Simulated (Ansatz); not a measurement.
**C3H7FSi: how energies converge with the basis set**

How large a basis does C3H7FSi need? Two functionals are run in growing sets.

Computed with Ansatz 0.2.0, Gaussian basis. Level: one geometry, several basis sets.

Levels to be run: PBE0-D4/def2-SVP; ωB97M-V/def2-SVP; PBE0-D4/def2-QZVPP; ωB97M-V/def2-QZVPP; the functionals' def2-TZVPP values are taken from earlier runs.

## Step 1: The relaxed structure

All runs share one geometry, relaxed beforehand with PBE0-D4 in a triple-zeta def2 set.

SMILES `FC/C=C/[SiH3]`, 12 atoms, charge 0, spin multiplicity 1.

Atoms are counted from 1 here; the program's logs count them from 0.

Bond lengths: F1–C2 1.375 Å, C2–C3 1.487 Å, C2–H6 1.097 Å, C2–H7 1.097 Å, C3–C4 1.330 Å, C3–H8 1.090 Å, C4–Si5 1.854 Å, C4–H9 1.088 Å, Si5–H10 1.488 Å, Si5–H11 1.488 Å, Si5–H12 1.488 Å. Angles: F1–C2–C3 112.2°, F1–C2–H6 108.0°, F1–C2–H7 108.0°, C3–C2–H6 110.3°, C3–C2–H7 110.3°, H6–C2–H7 107.8°, C2–C3–C4 125.3°, C2–C3–H8 113.9°, C4–C3–H8 120.8°, C3–C4–Si5 122.8°, C3–C4–H9 117.4°, Si5–C4–H9 119.8°, C4–Si5–H10 111.0°, C4–Si5–H11 108.9°, C4–Si5–H12 111.0°, H10–Si5–H11 109.2°, H10–Si5–H12 107.5°, H11–Si5–H12 109.2°.

## Step 2: PBE0-D4 in def2-SVP

in.yaml

```yaml
crystal:
  periodic: [false, false, false]
  atoms:
    - {symbol: F, position_ang: [-1.419317, 2.159490, 0.490417]}
    - {symbol: C, position_ang: [-0.606053, 1.456592, 1.347901]}
    - {symbol: C, position_ang: [0.028116, 0.285412, 0.685878]}
    - {symbol: C, position_ang: [-0.148887, -0.068298, -0.584065]}
    - {symbol: Si, position_ang: [0.677975, -1.545522, -1.341072]}
    - {symbol: H, position_ang: [0.161898, 2.142494, 1.726842]}
    - {symbol: H, position_ang: [-1.213497, 1.129712, 2.201112]}
    - {symbol: H, position_ang: [0.679321, -0.292424, 1.341343]}
    - {symbol: H, position_ang: [-0.811372, 0.549266, -1.187530]}
    - {symbol: H, position_ang: [1.536011, -1.146695, -2.489595]}
    - {symbol: H, position_ang: [1.520090, -2.207093, -0.308447]}
    - {symbol: H, position_ang: [-0.327386, -2.518133, -1.848684]}
basis:
  gaussian: {orbitals: def2-SVP}
hamiltonian: {xc: pbe0, dispersion: d4}
output: {orbitals: {seedname: orbitals}}
```

Run with:

```
ansatz run in.yaml --threads 4 --pin off --events-out ev --progress --plain --max-ram 10444MiB
```

After this run come: ωB97M-V in def2-SVP; PBE0-D4 in def2-QZVPP; ωB97M-V in def2-QZVPP.

Before running them: what should the planned runs give, taken together? Wanted: PBE0-D4: double and triple zeta above quadruple; ωB97M-V: double and triple zeta above quadruple.

The runs gave:

```
                                       quantity           value
PBE0-D4: double and triple zeta above quadruple  10.21, 0.59 eV
ωB97M-V: double and triple zeta above quadruple  10.47, 0.55 eV
```

What this shows: For PBE0-D4 the step from double to triple zeta gains 9.63 eV and the next only 0.59 eV. These are total energies; as a rule much of such shifts cancels in differences, which this series doesn't test.
